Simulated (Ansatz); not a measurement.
# Zn3CdTe4: the cost of one run

Computed with Ansatz 0.2.0 (DFT PBE, scalar-relativistic, plane waves, PAW, unless a step's input says otherwise).

### 1 The structure to begin with

Symmetry: P3m1, No. 156, trigonal system. Conventional cell: a = 4.432 Å, b = 4.432 Å, c = 14.649 Å, α = 90.00°, β = 90.00°, γ = 120.00°. Around Zn (site symmetry 3m) lie 4 Te at 2.68 to 2.70 Å. Zn (site symmetry 3m) is surrounded by 4 Te at 2.67 to 2.70 Å. Cd (site symmetry 3m) is surrounded by 4 Te at 2.80 to 2.85 Å. Te (site symmetry 3m) is surrounded by 3 Zn at 2.70 Å and 1 Cd at 2.85 Å. Te (site symmetry 3m) is surrounded by 4 Zn at 2.68 to 2.70 Å. Te (site symmetry 3m) is surrounded by 1 Zn at 2.67 Å and 3 Cd at 2.80 Å.

Structure file:

```
Zn Cd Te
1.0
     4.43188    0.00000    0.00000
    -2.21594    3.83812    0.00000
     0.00000    0.00000   14.64923
Zn Cd Te
3 1 4
Direct
  0.33333 0.66667 0.50017
  0.66667 0.33333 0.25721
  0.66667 0.33333 0.74247
  0.33333 0.66667 0.00345
  0.33333 0.66667 0.19781
  0.33333 0.66667 0.68336
  0.66667 0.33333 0.44045
  0.66667 0.33333 0.92507
```

It is the end of an earlier relaxation with the same method, from a generated guess; it needn't be the stable form of this composition. At a tolerance of 0.02 Å it has space group P3m1 (No. 156); it has 31.15 Å³/atom, an uncorrected energy of -0.45 eV/atom over the elements.

### 2 Electronic structure at the relaxed geometry

Contents of input.yaml:

```yaml
crystal:
  lattice:
    - [4.431882805, 0.0, 0.0]
    - [-2.2159414025, 3.8381230957, 0.0]
    - [0.0, 0.0, 14.6492271]
  atoms:
    - { symbol: Zn, position: [0.3333333333, 0.6666666667, 0.500173] }
    - { symbol: Zn, position: [0.6666666667, 0.3333333333, 0.257211] }
    - { symbol: Zn, position: [0.6666666667, 0.3333333333, 0.742475] }
    - { symbol: Cd, position: [0.3333333333, 0.6666666667, 0.003449] }
    - { symbol: Te, position: [0.3333333333, 0.6666666667, 0.197814] }
    - { symbol: Te, position: [0.3333333333, 0.6666666667, 0.683356] }
    - { symbol: Te, position: [0.6666666667, 0.3333333333, 0.440449] }
    - { symbol: Te, position: [0.6666666667, 0.3333333333, 0.925073] }
basis:
  ecutwfc: 420
kpoints:
  mp_grid: { grid: [6, 6, 2] }
  band_path:
    path:
      - [[0.0, 0.0, 0.0], [0.5, 0.0, 0.0], [0.33333333, 0.33333333, 0.0], [0.0, 0.0, 0.0], [0.0, 0.0, 0.5], [0.5, 0.0, 0.5], [0.33333333, 0.33333333, 0.5], [0.0, 0.0, 0.5]]
      - [[0.5, 0.0, 0.5], [0.5, 0.0, 0.0]]
      - [[0.33333333, 0.33333333, 0.5], [0.33333333, 0.33333333, 0.0]]
    npoints: 14
hamiltonian:
  xc: pbe
scf:
  occupations: { method: gaussian, width: 0.02 }
  n_extra_bands: 20
output:
  forces: true
  stress: true
  eigenvalues: true
  populations: true
  dos: { projected: true, de: 0.02, nscf_kmesh: { grid: [9, 9, 3] } }
  bader: true
  write_density: true
  write_potential: true
  elf: true
  volumetric_format: npy
```

Command:

```
$ ansatz run input.yaml --threads 4 --pin off --max-ram 8192MiB --backend cpu --events-out ev --progress --plain --runs-dir out
```

Q: Estimate wall time and peak memory on 4 threads of Intel Xeon 6975P-C (Granite Rapids), shared host.

About 39 s, with a peak of 1.7 GiB.
